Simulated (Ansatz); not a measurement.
What does this script print? It uses Ansatz's Python interface.

Contents of `ch6o2sn.xyz`:
```text
10

O     0.18300    2.36020    0.30640
C     0.18080    1.00960    0.42130
O    -0.18450    0.42140   -0.81860
Sn    0.02120   -1.54550   -0.56660
H    -0.81820    2.63140    0.13710
H     1.22000    0.74620    0.71090
H    -0.49260    0.69050    1.22750
H    -1.14440   -2.03050    0.67400
H    -0.45510   -2.33200   -2.02790
H     1.57290   -2.00240   -0.06110
```

`run_field.py`:
```python
import ansatz
import numpy as np


def main() -> None:
    ch6o2sn = ansatz.Crystal.molecule_from_extxyz("ch6o2sn.xyz")

    setup = (
        ch6o2sn.calculation()
        .basis(gaussian="def2-SVPD")
        .correlation("mp2")
        .forces()
    )
    centre = np.mean([site.position_ang for site in ch6o2sn.cartesian_sites], axis=0)
    field = 2 * 14.399645 * 2.0 / 30.0 ** 2


    def dipole(axis, sign):
        arm = 30.0 * np.eye(3)[axis]
        pair = [{"charge": sign * 2.0, "position_ang": (centre - arm).tolist()}, {"charge": -sign * 2.0, "position_ang": (centre + arm).tolist()}]
        deck = setup.input().set(ansatz.key.basis.gaussian.point_charges, pair)
        return np.array(ansatz.Session.from_dict(deck).plan().execute().report["charge_distribution"]["dipole_moment_e_ang"])


    print(f"field {field:.4f} V/A")
    alpha = np.array([(dipole(axis, 1) - dipole(axis, -1)) / (2 * field) * 14.399645 for axis in range(3)])
    print("polarisability tensor (A^3)")
    print(np.array2string(alpha, precision=3, suppress_small=True))
    print(f"mean {np.trace(alpha) / 3:.3f} A^3 = {np.trace(alpha) / 3 / 0.14818471:.2f} bohr^3")


if __name__ == "__main__":
    main()
```

```console
$ python run_field.py
field 0.0640 V/A
polarisability tensor (A^3)
[[ 8.647 -0.068  0.094]
 [-0.065 10.655  0.623]
 [ 0.095  0.621  8.781]]
mean 9.361 A^3 = 63.17 bohr^3
```

Reading the output:
- The geometry is a force-field or estimated start, not a minimum of this method, and the basis set is short of its limit. The field of two point charges is only nearly even.
- def2 sets replace the cores of elements past krypton by effective core potentials.
- The whole script took 81 s on 1 thread of Arm Neoverse V1, with other jobs on the host, peak memory 0.58 GiB.
